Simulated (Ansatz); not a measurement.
**CH7B2N: taking an electron away**

How much energy removes an electron from CH7B2N at fixed geometry? The cation is run at each level and the neutral's energy taken from earlier runs.

Program: Ansatz 0.2.0, Gaussian basis. Level of theory: unrestricted cation, the program's frozen cores in correlated methods. These are calculated values, not measurements.

Plan: UKS PBE-D4/def2-TZVPP; UKS r2SCAN-D4/def2-TZVPP; UKS PBE0-D4/def2-TZVPP; UKS B3LYP-D4/def2-TZVPP; UKS wB97X-V/def2-TZVPP; UKS wB97M-V/def2-TZVPP; UKS B2PLYP/def2-TZVPP; UHF-CCSD(T)/def2-TZVPP; UHF-MP2/def2-QZVPP; extrapolation to the limit; then −ε(HOMO) from the neutral's earlier runs with LDA (SPW92), PBE-D4, revPBE-D4, BLYP-D4, r2SCAN-D4, B97M-V, PBE0-D4, B3LYP-D4, r2SCANh-D4, r2SCAN0-D4, HSE06-D4, BHLYP-D4, CAM-B3LYP-D4, LC-ωPBE, ωB97X-V, ωB97M-V.

**1. The relaxed structure**

An earlier PBE0-D4 in a triple-zeta def2 set relaxation fixed the geometry.

11 atoms, charge 0, spin multiplicity 1.

Atoms are counted from 1 here; the program's logs count them from 0.

Bond lengths: B1–N2 1.418 Å, B1–H5 1.198 Å, B1–H6 1.193 Å, N2–B3 1.420 Å, N2–C4 1.464 Å, B3–H7 1.198 Å, B3–H8 1.192 Å, C4–H9 1.092 Å, C4–H10 1.089 Å, C4–H11 1.092 Å. Angles: N2–B1–H5 119.3°, N2–B1–H6 118.9°, H5–B1–H6 121.8°, B1–N2–B3 120.6°, B1–N2–C4 120.4°, B3–N2–C4 118.9°, N2–B3–H7 119.1°, N2–B3–H8 119.1°, H7–B3–H8 121.8°, N2–C4–H9 110.7°, N2–C4–H10 110.1°, N2–C4–H11 110.7°, H9–C4–H10 108.7°, H9–C4–H11 108.0°, H10–C4–H11 108.7°.

**2. Cation, UKS PBE-D4/def2-TZVPP**

File in.yaml:

```yaml
crystal:
  periodic: [false, false, false]
  atoms:
    - {symbol: B, position_ang: [-0.785422, 1.274464, 0.007399]}
    - {symbol: N, position_ang: [-0.055215, 0.064416, 0.118400]}
    - {symbol: B, position_ang: [0.129562, -0.555420, 1.382799]}
    - {symbol: C, position_ang: [0.520479, -0.566133, -1.070418]}
    - {symbol: H, position_ang: [-0.927217, 1.777490, -1.070610]}
    - {symbol: H, position_ang: [-1.242857, 1.764419, 0.994067]}
    - {symbol: H, position_ang: [0.751564, -1.577706, 1.444977]}
    - {symbol: H, position_ang: [-0.338122, -0.044774, 2.353475]}
    - {symbol: H, position_ang: [1.603983, -0.655407, -0.972753]}
    - {symbol: H, position_ang: [0.297735, 0.029683, -1.954913]}
    - {symbol: H, position_ang: [0.110810, -1.568033, -1.211824]}
basis:
  gaussian: {orbitals: def2-TZVPP}
total_charge: 1
magnetization: {spin_polarized: true, initial_magnetization: 1}
hamiltonian: {xc: pbe, dispersion: d4}
```

Started as:

```console
ansatz run in.yaml --threads 2 --pin off --events-out ev --progress --plain --max-ram 22528MiB --backend cpu
```

After this run come: Cation, UKS r2SCAN-D4/def2-TZVPP; Cation, UKS PBE0-D4/def2-TZVPP; Cation, UKS B3LYP-D4/def2-TZVPP; Cation, UKS wB97X-V/def2-TZVPP; Cation, UKS wB97M-V/def2-TZVPP; Cation, UKS B2PLYP (frozen core)/def2-TZVPP; Cation, UHF-CCSD(T)/def2-TZVPP; Cation, UHF-MP2/def2-QZVPP.

**Question.** What will the summary of the whole plan be? Wanted: ionisation energy, CCSD(T)/CBS; nearest functional by difference; nearest −ε(HOMO); −ε(HOMO) of PBE; T1 of the cation.

**Answer**, as computed:

```
                        quantity               value
  ionisation energy, CCSD(T)/CBS            11.10 eV
nearest functional by difference  ωB97M-V (-0.16 eV)
                nearest −ε(HOMO)  ωB97X-V (+0.00 eV)
                 −ε(HOMO) of PBE             7.49 eV
                T1 of the cation               0.023
```

**Reading.** By cation minus neutral, the functionals miss by 0.53 eV at most. −ε(HOMO) of PBE misses by 3.6 eV, since self-interaction lifts the level. Among orbital estimates ωB97X-V comes nearest. Hartree-Fock falls 1.59 eV short, as the neutral has more correlation energy than the cation.
